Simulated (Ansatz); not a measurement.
**SiGe₂ (triplet): from a generated start to a stationary point**

Aim: relax a generated start of SiGe₂ (triplet) and see which bonds hold.

Program: Ansatz 0.2.0, Gaussian basis. Level of theory: UKS PBE0/def2-TZVP. These are calculated values, not measurements.

### Step 1. Where the work starts

3 atoms, charge 0, spin multiplicity 3.

Atoms are counted from 1 here; the program's logs count them from 0.

Bond lengths: Ge1–Si2 2.260 Å, Si2–Ge3 2.260 Å. Angles: Ge1–Si2–Ge3 180.0°.

Coordinates:

```
Ge    0.0000    0.0000   -2.2597
Si    0.0000    0.0000    0.0000
Ge    0.0000    0.0000    2.2597
```

The start was built by rule and, where that kept it together, relaxed with GFN2-xTB. Sticks and bond lists go by distance. No spin-orbit coupling is included. 

### Step 2. Relaxation

Input file in.yaml:

```yaml
crystal:
  periodic: [false, false, false]
  atoms:
    - {symbol: Ge, position_ang: [0.000000, 0.000000, -2.259679]}
    - {symbol: Si, position_ang: [0.000000, 0.000000, 0.000000]}
    - {symbol: Ge, position_ang: [0.000000, 0.000000, 2.259679]}
basis:
  gaussian: {orbitals: def2-TZVP}
magnetization: {spin_polarized: true, initial_magnetization: 2}
hamiltonian: {xc: pbe0}
relax: {f_tol: 0.004, max_steps: 80}
```

Launch:

```bash
ansatz run in.yaml --threads 1 --pin off --events-out ev --progress --plain --max-ram 2176MiB
```

What does the calculation give? Wanted: energy gained; shift from the start; total energy; dipole moment; ⟨S²⟩.

**Answer**, as computed:

| quantity | value |
| --- | --- |
| steps | 3 |
| energy gained | 0.012 eV |
| shift from the start (rms) | 0.025 Å |
| total energy | -120893.7825 eV |
| dipole moment | 0.00 D |
| ⟨S²⟩ | 2.008 |

What this shows: The bonds of the start are those of the end. Ge1–Si2 went from 2.260 to 2.290 Å. No vibrations were run, so this is a stationary point, not a proven minimum, and this spin need not be the ground state's.
